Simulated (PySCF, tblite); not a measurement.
# C6H11B: geometry, infrared bands, NMR shifts, spin-spin couplings, electronic excitations and core binding energies

Aim: predict the infrared bands, NMR shifts, spin-spin couplings, electronic excitations and core binding energies of C6H11B (`B[C@@H]1C[C@@H]1C1CC1`).

Programs: tblite 0.8.0 and PySCF 2.14.0, with density-fitted response routines of our own. Each step states its level of theory. These are calculated values for one molecule in the gas phase, unless marked as measured. Atoms count from 0, in the outputs and in this text.

## Step 1: The starting structure

18 atoms, charge 0, multiplicity 1; geometry from: force field or distance geometry start.

Bonds of the start (Å): B0–C1 1.59, C1–C2 1.53, C2–C3 1.53, C3–C4 1.52, C4–C5 1.52, C5–C6 1.53, C3–C1 1.53, C6–C4 1.52, B0–H7 1.19, B0–H8 1.18, C1–H9 1.12, C2–H10 1.10, C2–H11 1.11, C3–H12 1.13, C4–H13 1.12, C5–H14 1.10, C5–H15 1.12, C6–H16 1.12, C6–H17 1.10.

## Step 2: Relaxing the molecule with GFN2-xTB

The job: settings as JSON, then the geometry in Å.

```
{"job": {"kind": "relax", "xc": "GFN2-xTB", "basis": "xTB"}, "charge": 0, "multiplicity": 1}
B      2.036800     0.934300    -0.791600
C      1.616300     0.061900     0.472600
C      1.297400    -1.395000     0.142200
C      0.186300    -0.451300     0.612900
C     -0.826100    -0.066600    -0.459800
C     -2.284300    -0.311800    -0.101900
C     -1.719500     1.104800    -0.087400
H      1.410900     1.906000    -1.063800
H      2.988700     0.649600    -1.422800
H      2.198800     0.148800     1.427900
H      1.610100    -2.130800     0.901300
H      1.246400    -1.657400    -0.940100
H     -0.152700    -0.637800     1.676400
H     -0.583200    -0.147500    -1.553000
H     -2.947200    -0.512600    -0.961700
H     -2.470200    -0.730900     0.924000
H     -1.566400     1.520300     0.939200
H     -2.050700     1.722500    -0.939500
```

On the command line:

```console
$ OMP_NUM_THREADS=1 python probes_run.py task.json out
```

One launch serves the whole session: the jobs run in the order shown.

**Question.** This job is followed by: GFN2-xTB harmonic vibrations, gas phase; PBE0-D3(BJ)/def2-SVP geometry optimisation, gas phase; GIAO PBE0/pcSseg-1 NMR shielding, non-relativistic, gas phase; B3LYP/pcJ-1 indirect spin-spin coupling, non-relativistic, gas phase; TDDFT wB97X-D/def2-SVPD, vertical, gas phase, core orbitals frozen in the response; GIAO WP04/pcSseg-1 NMR shielding, non-relativistic, gas phase; delta-SCF UKS SCAN, pcX-2 on the ionised atom, pcseg-1 elsewhere, spin-free X2C. What will the session give for the following? strongest single infrared mode (GFN2-xTB); zero-point energy (GFN2-xTB); point group; rotational constants (main isotopes); 13C shifts against TMS (PBE0/pcSseg-1); 1H shifts against TMS (PBE0/pcSseg-1, means over atoms taken as alike); 11B shifts against BF3·OEt2 (PBE0/pcSseg-1); largest coupling of the table (B3LYP/pcJ-1); lowest singlet (wB97X-D/def2-SVPD); brightest single state of those computed; lowest triplet; vertical ionisation energy (ΔSCF); C1s binding energies, SCAN/pcX-2; range of the shift of B0.

**Answer**, as computed:

```
                                                              quantity                                                                value
                             strongest single infrared mode (GFN2-xTB)                                                2659 cm⁻¹, 155 km/mol
                                          zero-point energy (GFN2-xTB)                                                        95.8 kcal/mol
                                                           point group                                                                   C1
                                  rotational constants (main isotopes)                                                 5.27, 1.77, 1.52 GHz
                                13C shifts against TMS (PBE0/pcSseg-1)                                 35.6, 24.9, 23.2, 14.6, 8.3, 5.9 ppm
1H shifts against TMS (PBE0/pcSseg-1, means over atoms taken as alike)       7.31, 1.45, 1.33, 1.31, 0.73, 0.68, 0.64, 0.41, 0.19, 0.16 ppm
                           11B shifts against BF3·OEt2 (PBE0/pcSseg-1)                                                             83.9 ppm
                           largest coupling of the table (B3LYP/pcJ-1)                                             1J(C,H) C2–H10, 173.9 Hz
                                    lowest singlet (wB97X-D/def2-SVPD)                                          5.66 eV (219 nm), f = 0.010
                              brightest single state of those computed                                          state 3, 6.43 eV, f = 0.121
                                                        lowest triplet                                                              5.20 eV
                                     vertical ionisation energy (ΔSCF)                                                              9.42 eV
                                      C1s binding energies, SCAN/pcX-2  C3 290.81, C2 290.68, C4 290.59, C5 290.48, C6 290.46, C1 290.02 eV
                                              range of the shift of B0                                                     77.4 to 83.9 ppm
```

Relaxing lowered the energy by 0.775 eV in 112 steps; the close pair that moved most is B0–C1, from 1.593 to 1.535 Å (GFN2-xTB). No mode is imaginary among the 48: a minimum at this level. The strongest single mode, at 2659 cm⁻¹, moves mainly H8 and H7. GFN2-xTB is a fitted tight-binding method: band positions and strengths are rough. Its intensities can rank the bands wrongly. At PBE0/pcSseg-1: Shielding is most anisotropic at B0 (span 189 ppm, paramagnetic term -176 ppm). In the run at B3LYP/pcJ-1, the largest coupling of the table is C2–H10, 173.9 Hz, of which the Fermi-contact term gives 172.5 Hz. Couplings across rotatable bonds belong to this one conformer; where others are populated, the observed values are averages. The first singlet state (HOMO→LUMO 0.73, HOMO−2→LUMO 0.11) lies at 5.66 eV and is weak; of the 10 states computed, the strongest absorption comes from state 3 at 6.43 eV. The lowest triplet lies 0.46 eV below the lowest singlet (triplets in Tamm-Dancoff, singlets in full TDDFT). The orbital energy would give 9.31 eV for ionisation, ΔSCF gives 9.42 eV. The C1s levels kept as sound span 0.79 eV, from C1 (three-membered-ring carbon) up to C3 (three-membered-ring carbon). In ppm, B0 moves most: its shift spreads over 6.5 ppm, from 77.4 (WP04/pcSseg-1) to 83.9 (PBE0/pcSseg-1). Most of that comes from the computed reference, not from the atom's own shielding.
